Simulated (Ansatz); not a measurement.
# CHf: the cost of one run

Program: Ansatz 0.2.0, Gaussian basis. Level of theory: def2-TZVPP, core rule «outside noble gas», up to 5 orbitals frozen. These are calculated values, not measurements.

The runs, in order: UHF; ROHF; CCSD(T) on UHF.

2 further runs of the same task are left out: 2 set aside as unsound or not needed.

## (1) The geometry

The geometry is a PBE0/def2-TZVP stationary point (not a proven minimum) of the parent state, kept for this charge and spin. No spin-orbit coupling is included. Elements past krypton take def2 core potentials.

2 atoms, charge 1, spin multiplicity 2.

Atoms are counted from 1 here; the program's logs count them from 0.

Bond lengths: Hf1–C2 1.865 Å.

## (2) UHF

in.yaml

```yaml
crystal:
  periodic: [false, false, false]
  atoms:
    - {symbol: Hf, position_ang: [0.000000, 0.000000, 0.000000]}
    - {symbol: C, position_ang: [0.000000, 0.000000, 1.865000]}
basis:
  gaussian: {orbitals: def2-TZVPP}
total_charge: 1
magnetization: {spin_polarized: true, initial_magnetization: 1}
hamiltonian: {xc: hf}
output: {orbitals: {seedname: orbitals}}
```

Command:

```sh
ansatz run in.yaml --threads 1 --pin off --events-out ev --progress --plain --max-ram 2816MiB --backend cpu
```

Q: Estimate wall time and peak memory on 1 thread of AMD EPYC 7R13, shared host.

About 13 s, with a peak of 0.25 GiB.
